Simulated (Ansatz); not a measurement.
# C2H10AlN: the cost of one run

Program: Ansatz 0.2.0. Level of theory: UKS PBE/STO-3G. These are calculated values, not measurements.

### Step 1. Starting point

Bond lengths: Al1–N2 2.237 Å, Al1–C3 1.985 Å, Al1–C4 1.984 Å, N2–H7 1.011 Å, N2–H8 1.010 Å, C3–H9 1.095 Å, C3–H10 1.094 Å, C3–H11 1.096 Å, C4–H12 1.095 Å, C4–H13 1.094 Å, C4–H14 1.096 Å. Angles (14 of 18 angles, heavy atoms first): N2–Al1–C3 110.3°, N2–Al1–C4 110.3°, C3–Al1–C4 133.7°, Al1–N2–H7 124.3°, Al1–N2–H8 124.7°, Al1–C3–H9 111.3°, Al1–C3–H10 114.5°, Al1–C3–H11 111.0°, Al1–C4–H12 112.8°, Al1–C4–H13 114.7°, Al1–C4–H14 109.3°, H7–N2–H8 108.3°, H9–C3–H10 106.7°, H9–C3–H11 106.1°.

As a file:

```xyz
14

Al   -0.2741    0.0405   -0.0772
N     1.7253   -0.3751    0.8357
C    -0.8585   -1.4986   -1.1856
C    -0.5965    1.9964   -0.1704
H     0.6124   -0.4967    1.5844
H    -0.3372   -0.4987    1.8511
H     2.3609    0.3390    1.1635
H     2.2464   -1.2323    0.7152
H    -1.5534   -2.1426   -0.6359
H    -1.3568   -1.2227   -2.1202
H    -0.0072   -2.1324   -1.4572
H     0.2020    2.5332   -0.6932
H    -1.5341    2.2822   -0.6556
H    -0.6293    2.4077    0.8452
```

### Step 2. Run 1

150 steps of 0.5 fs at constant energy, with velocities drawn for 1000 K.

File input.yaml:

```yaml
crystal:
  periodic: [false, false, false]
  atoms:
    - { symbol: Al, position_ang: [-0.2741, 0.0405, -0.0772] }
    - { symbol: "N", position_ang: [1.7253, -0.3751, 0.8357] }
    - { symbol: C, position_ang: [-0.8585, -1.4986, -1.1856] }
    - { symbol: C, position_ang: [-0.5965, 1.9964, -0.1704] }
    - { symbol: H, position_ang: [0.6124, -0.4967, 1.5844] }
    - { symbol: H, position_ang: [-0.3372, -0.4987, 1.8511] }
    - { symbol: H, position_ang: [2.3609, 0.339, 1.1635] }
    - { symbol: H, position_ang: [2.2464, -1.2323, 0.7152] }
    - { symbol: H, position_ang: [-1.5534, -2.1426, -0.6359] }
    - { symbol: H, position_ang: [-1.3568, -1.2227, -2.1202] }
    - { symbol: H, position_ang: [-0.0072, -2.1324, -1.4572] }
    - { symbol: H, position_ang: [0.202, 2.5332, -0.6932] }
    - { symbol: H, position_ang: [-1.5341, 2.2822, -0.6556] }
    - { symbol: H, position_ang: [-0.6293, 2.4077, 0.8452] }
magnetization:
  spin_polarized: true
basis:
  gaussian: { orbitals: STO-3G }
hamiltonian:
  xc: pbe
md:
  timestep: 0.5
  n_steps: 150
  ensemble: nve
  temperature: 1000.0
  initial_velocities: maxwell_boltzmann
  seed: 666339
```

The run is started by

```sh
> ansatz run input.yaml --threads 1 --pin off --max-ram 2048MiB --backend cpu --events-out ev --progress --plain --runs-dir out
```

What time and memory should one allow on 1 thread of an x86-64 CPU, shared host?

About 18 min, with a peak of 0.12 GiB.
